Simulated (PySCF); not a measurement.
# C4H10Ge: spin-spin couplings

What spin-spin couplings should C4H10Ge (`CC/C=[CH]/[GeH3]`) show?

The runs use PySCF 2.14.0, with density-fitted response routines of our own; the level of theory stands in each step. All values are computed, except where a source is named. Atoms are numbered from 0 throughout.

**1. The starting structure**

15 atoms, charge 0, multiplicity 1; geometry from: GFN2-xTB.

Bonds of the start (Å): C0–C1 1.53, C1–C2 1.49, C2–C3 1.33, C3–Ge4 1.94, C0–H5 1.09, C0–H6 1.09, C0–H7 1.09, C1–H8 1.09, C1–H9 1.09, C2–H10 1.08, C3–H11 1.08, Ge4–H12 1.50, Ge4–H13 1.49, Ge4–H14 1.50.

**2. J couplings: B3LYP/pcSseg-1+pcJ-1**

What the job is given:

```
{"job": {"kind": "j", "xc": "B3LYP", "basis": "pcJ-1"}, "charge": 0, "multiplicity": 1}
C     -2.370459    -0.607210    -0.135903
C     -1.441344     0.538004     0.263517
C     -0.024238     0.248036    -0.113294
C      1.012937     0.301199     0.711604
Ge     2.843645    -0.055479     0.188484
H     -2.071002    -1.527599     0.360664
H     -2.336053    -0.769898    -1.211033
H     -3.396055    -0.379998     0.145632
H     -1.511053     0.717170     1.338483
H     -1.761195     1.449933    -0.250801
H      0.127866    -0.027659    -1.150742
H      0.842759     0.576229     1.746380
H      3.501236    -1.013605     1.129865
H      2.904570    -0.630728    -1.187692
H      3.673972     1.189596     0.200477
```

Level: B3LYP/pcJ-1 Ge:pcSseg-1 indirect spin-spin coupling, non-relativistic, gas phase.

Predict these results of the whole session: largest coupling of the table (B3LYP/pcSseg-1+pcJ-1).

The runs gave:

| quantity | value |
| --- | --- |
| largest coupling of the table (B3LYP/pcSseg-1+pcJ-1) | ¹J(C,H) C2–H10, 157.9 Hz |

In words: In the run at B3LYP/pcSseg-1+pcJ-1, the largest coupling of the table is C2–H10, 157.9 Hz, of which the Fermi-contact term gives 156.8 Hz. Couplings across rotatable bonds belong to this one conformer; where others are populated, the observed values are averages. Spin-orbit coupling is left out, which matters for shieldings and couplings at and beside the heavy atoms.
